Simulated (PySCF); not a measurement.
# As³⁺: dipole response in dyall-av2z

Aim: the static polarisability and the C₆ coefficient of As³⁺, method by method.

Method: unrestricted determinants in a Gaussian basis, no spin-orbit coupling in the energies. Code: PySCF 2.14.0.

**1. Starting point**

* Element: arsenic (Z = 33)
* Basis: dyall-av2z (16s12p8d, 92 functions)
* Hamiltonian: the non-relativistic Hamiltonian (point nucleus)
* State 1: As³⁺: [Ar] 3d10 4s2, closed-shell 1S
* Methods: UHF, PBE, PBE0, HSE06, M06-2X

Outer shells as boxes (Hund's rule):

As3+ [Ar] 3d10 4s2
```
[Ar] core
3d [↑↓][↑↓][↑↓][↑↓][↑↓]
4s [↑↓]
```

The runs were made by one driver on top of PySCF. The scripts below sum up each run's settings (the driver also hands on starting orbitals that pick excited configurations, and frozen orbitals as a list rather than a count), and the logs come from the driver's own runs. The driver starts from symmetry-adapted Hartree-Fock orbitals, holds the occupation by maximum overlap and uses a logarithmic radial grid for functionals, so a plain start would take other cycles.

The driver's launch:

```console
$ OMP_NUM_THREADS=1 python atomrun2.py TASK.json OUT
```

The integrals over 92 functions and the set-up took 0.18 s of CPU time.

**2. As³⁺, method by method**

#### UHF

The input, input.py:

```python
from pyscf import gto, scf, dft, mp, cc
import basis_set_exchange as bse
mol = gto.M(atom="As 0 0 0", charge=3, spin=0, symmetry="D2h",
            basis=gto.basis.parse(bse.get_basis("dyall-av2z", elements=["As"], fmt="nwchem", header=False)))
mf = scf.UHF(mol)
mf.irrep_nelec = {'Ag': (6, 6), 'B1g': (1, 1), 'B2g': (1, 1), 'B3g': (1, 1), 'B1u': (2, 2), 'B2u': (2, 2), 'B3u': (2, 2)}
mf.kernel()
```

What it wrote:

```text
damping factor = 0
level_shift factor = 0
DIIS = <class 'pyscf.scf.diis.CDIIS'>
diis_start_cycle = 1
diis_space = 10
diis_damp = 0
SCF conv_tol = 1e-09
SCF conv_tol_grad = None
number electrons alpha = 15  beta = 15
cycle= 1 E= -2232.20009600832  delta_E= -2.18e-11  |g|= 9.13e-07  |ddm|= 1.12e-05
converged SCF energy = -2232.20009600832  <S^2> = 0  2S+1 = 1
```

It used 6.5 s of CPU time after the integrals (shared host).

The occupied shells:

```
shell  electrons  mean orbital energy (eV)  spread (eV)  rms radius (bohr)
   1s          2                  -11806.5            0             0.0537
   2s          2                   -1567.1            0              0.224
   2p          6                   -1399.6            0              0.198
   3s          2                   -253.08            0              0.649
   3p          6                   -194.43            0              0.671
   3d         10                   -91.966            0              0.739
   4s          2                   -47.378            0               1.92
```

⟨S²⟩ = 0.000, ⟨L²⟩ = 0.00.

The driver then solved the coupled dipole response at imaginary frequencies: mean α = 8.144 bohr³, C₆ = 24.98 au for a like pair.

#### PBE

Changes to input.py:

```diff
@@ -4,3 +4,3 @@
             basis=gto.basis.parse(bse.get_basis("dyall-av2z", elements=["As"], fmt="nwchem", header=False)))
-mf = scf.UHF(mol)
+mf = dft.UKS(mol, xc="PBE")
 mf.irrep_nelec = {'Ag': (6, 6), 'B1g': (1, 1), 'B2g': (1, 1), 'B3g': (1, 1), 'B1u': (2, 2), 'B2u': (2, 2), 'B3u': (2, 2)}
```

What it wrote:

```text
damping factor = 0
level_shift factor = 0
DIIS = <class 'pyscf.scf.diis.CDIIS'>
diis_start_cycle = 1
diis_space = 10
diis_damp = 0
SCF conv_tol = 1e-09
SCF conv_tol_grad = None
number electrons alpha = 15  beta = 15
XC functionals = PBE
    J. P. Perdew, K. Burke, and M. Ernzerhof.,  Phys. Rev. Lett. 77, 3865 (1996)
    J. P. Perdew, K. Burke, and M. Ernzerhof.,  Phys. Rev. Lett. 78, 1396 (1997)
    J. P. Perdew, K. Burke, and M. Ernzerhof.,  Phys. Rev. Lett. 77, 3865 (1996)
    J. P. Perdew, K. Burke, and M. Ernzerhof.,  Phys. Rev. Lett. 78, 1396 (1997)
cycle= 1 E= -2233.43109055857  delta_E= -0.0242  |g|= 0.121  |ddm|= 0.23
cycle= 2 E= -2233.43045927233  delta_E= 0.000631  |g|= 0.167  |ddm|= 0.0705
cycle= 3 E= -2233.4324864615  delta_E= -0.00203  |g|= 0.00963  |ddm|= 0.03
cycle= 4 E= -2233.43249535279  delta_E= -8.89e-06  |g|= 0.000115  |ddm|= 0.00358
cycle= 5 E= -2233.4324953529  delta_E= -1.12e-10  |g|= 5.72e-06  |ddm|= 1.02e-05
converged SCF energy = -2233.4324953529  <S^2> = 1.0658141e-14  2S+1 = 1
```

CPU time 7.3 s on a shared host, the integrals not counted.

The driver then solved the coupled dipole response at imaginary frequencies: mean α = 7.043 bohr³, C₆ = 20.18 au for a like pair.

#### PBE0

Changes to input.py:

```diff
@@ -4,3 +4,3 @@
             basis=gto.basis.parse(bse.get_basis("dyall-av2z", elements=["As"], fmt="nwchem", header=False)))
-mf = dft.UKS(mol, xc="PBE")
+mf = dft.UKS(mol, xc="PBE0")
 mf.irrep_nelec = {'Ag': (6, 6), 'B1g': (1, 1), 'B2g': (1, 1), 'B3g': (1, 1), 'B1u': (2, 2), 'B2u': (2, 2), 'B3u': (2, 2)}
```

What it wrote:

```text
damping factor = 0
level_shift factor = 0
DIIS = <class 'pyscf.scf.diis.CDIIS'>
diis_start_cycle = 1
diis_space = 10
diis_damp = 0
SCF conv_tol = 1e-09
SCF conv_tol_grad = None
number electrons alpha = 15  beta = 15
XC functionals = PBE0
    C. Adamo and V. Barone.,  J. Chem. Phys. 110, 6158 (1999)
    M. Ernzerhof and G. E. Scuseria.,  J. Chem. Phys. 110, 5029 (1999)
cycle= 1 E= -2233.48850311895  delta_E= -0.0134  |g|= 0.0637  |ddm|= 0.178
cycle= 2 E= -2233.48849142622  delta_E= 1.17e-05  |g|= 0.0733  |ddm|= 0.0484
cycle= 3 E= -2233.48887567506  delta_E= -0.000384  |g|= 0.00277  |ddm|= 0.0129
cycle= 4 E= -2233.4888763496  delta_E= -6.75e-07  |g|= 0.000252  |ddm|= 0.000701
cycle= 5 E= -2233.48887635413  delta_E= -4.54e-09  |g|= 2.47e-05  |ddm|= 0.000111
cycle= 6 E= -2233.48887635418  delta_E= -4.96e-11  |g|= 1.37e-07  |ddm|= 1.23e-05
converged SCF energy = -2233.48887635418  <S^2> = 1.7763568e-15  2S+1 = 1
```

CPU time 13 s on a shared host, the integrals not counted.

The driver then solved the coupled dipole response at imaginary frequencies: mean α = 7.340 bohr³, C₆ = 21.43 au for a like pair.

#### HSE06

Changes to input.py:

```diff
@@ -4,3 +4,3 @@
             basis=gto.basis.parse(bse.get_basis("dyall-av2z", elements=["As"], fmt="nwchem", header=False)))
-mf = dft.UKS(mol, xc="PBE0")
+mf = dft.UKS(mol, xc="HSE06")
 mf.irrep_nelec = {'Ag': (6, 6), 'B1g': (1, 1), 'B2g': (1, 1), 'B3g': (1, 1), 'B1u': (2, 2), 'B2u': (2, 2), 'B3u': (2, 2)}
```

What it wrote:

```text
damping factor = 0
level_shift factor = 0
DIIS = <class 'pyscf.scf.diis.CDIIS'>
diis_start_cycle = 1
diis_space = 10
diis_damp = 0
SCF conv_tol = 1e-09
SCF conv_tol_grad = None
number electrons alpha = 15  beta = 15
XC functionals = HSE06
    J. Heyd, G. E. Scuseria, and M. Ernzerhof.,  J. Chem. Phys. 118, 8207 (2003)
    J. Heyd, G. E. Scuseria, and M. Ernzerhof.,  J. Chem. Phys. 124, 219906 (2006)
    A. V. Krukau, O. A. Vydrov, A. F. Izmaylov, and G. E. Scuseria.,  J. Chem. Phys. 125, 224106 (2006)
cycle= 1 E= -2233.47637517884  delta_E= -0.0132  |g|= 0.0841  |ddm|= 0.201
cycle= 2 E= -2233.47629348346  delta_E= 8.17e-05  |g|= 0.0994  |ddm|= 0.0535
cycle= 3 E= -2233.47699631093  delta_E= -0.000703  |g|= 0.00388  |ddm|= 0.0176
cycle= 4 E= -2233.47699770393  delta_E= -1.39e-06  |g|= 0.000212  |ddm|= 0.00119
cycle= 5 E= -2233.47699770711  delta_E= -3.17e-09  |g|= 1.89e-05  |ddm|= 6.74e-05
cycle= 6 E= -2233.47699770713  delta_E= -2.5e-11  |g|= 9.66e-08  |ddm|= 7.6e-06
converged SCF energy = -2233.47699770713  <S^2> = 1.7763568e-15  2S+1 = 1
```

CPU time 14 s on a shared host, the integrals not counted.

The driver then solved the coupled dipole response at imaginary frequencies: mean α = 7.255 bohr³, C₆ = 21.07 au for a like pair.

#### M06-2X

Changes to input.py:

```diff
@@ -4,3 +4,3 @@
             basis=gto.basis.parse(bse.get_basis("dyall-av2z", elements=["As"], fmt="nwchem", header=False)))
-mf = dft.UKS(mol, xc="HSE06")
+mf = dft.UKS(mol, xc="M062X")
 mf.irrep_nelec = {'Ag': (6, 6), 'B1g': (1, 1), 'B2g': (1, 1), 'B3g': (1, 1), 'B1u': (2, 2), 'B2u': (2, 2), 'B3u': (2, 2)}
```

What it wrote:

```text
damping factor = 0
level_shift factor = 0
DIIS = <class 'pyscf.scf.diis.CDIIS'>
diis_start_cycle = 1
diis_space = 10
diis_damp = 0
SCF conv_tol = 1e-09
SCF conv_tol_grad = None
number electrons alpha = 15  beta = 15
XC functionals = M062X
    Y. Zhao and D. G. Truhlar.,  Theor. Chem. Acc. 120, 215 (2008)
    Y. Zhao and D. G. Truhlar.,  Theor. Chem. Acc. 120, 215 (2008)
cycle= 1 E= -2233.81968107294  delta_E= -0.0261  |g|= 0.121  |ddm|= 0.0889
cycle= 2 E= -2233.81975728042  delta_E= -7.62e-05  |g|= 0.0401  |ddm|= 0.0146
cycle= 3 E= -2233.81981772154  delta_E= -6.04e-05  |g|= 0.0221  |ddm|= 0.00936
cycle= 4 E= -2233.81984912368  delta_E= -3.14e-05  |g|= 0.000923  |ddm|= 0.00387
cycle= 5 E= -2233.81984918867  delta_E= -6.5e-08  |g|= 2.14e-05  |ddm|= 0.000198
cycle= 6 E= -2233.81984918869  delta_E= -2.59e-11  |g|= 1.6e-06  |ddm|= 1.23e-05
converged SCF energy = -2233.81984918869  <S^2> = 1.7763568e-15  2S+1 = 1
```

It used 29 s of CPU time after the integrals (shared host).

The driver then solved the coupled dipole response at imaginary frequencies: mean α = 6.367 bohr³, C₆ = 17.06 au for a like pair.

Radial density 4πr²ρ of As³⁺ at UHF:

```
r (bohr)   density
0.000725     0.155
 0.00122     0.426
 0.00205      1.14
 0.00345      2.94
 0.00580      7.13
 0.00976      15.6
  0.0164      28.5
  0.0276      39.3
  0.0464      37.0
  0.0781      33.5
   0.131      46.5
   0.221      34.6
   0.372      26.5
   0.625      27.0
    1.05      7.14
    1.77      1.71
    2.98     0.220
    5.01   0.00173
    8.42  1.53e-05
```

**3. Polarisabilities and C₆**

As³⁺, in atomic units:

```
method  mean α  C₆ (like pair)  S(−4)
   UHF   8.144           24.98  34.09
   PBE   7.043           20.18  25.48
  PBE0   7.340           21.43  27.71
 HSE06   7.255           21.07  27.06
M06-2X   6.367           17.06  21.60
```

α(iu) at M06-2X:

```
u (hartree)  α(iu) (bohr³)
          0          6.367
     0.0500          6.314
      0.100          6.159
      0.200          5.610
      0.300          4.891
      0.500          3.491
      0.750          2.276
       1.00          1.560
       1.50         0.8562
       2.00         0.5454
       3.00         0.2855
       5.00         0.1276
```

**4. What came out**

| quantity | value |
| --- | --- |
| α of As³⁺ | 6.367 (M06-2X) to 8.144 (UHF) bohr³ |

A single London oscillator with the computed α and C₆ of As³⁺ at UHF would have ω = 4 C₆ / (3 α²) = 0.502 hartree. All values hold for this basis alone; no basis-set limit was taken.
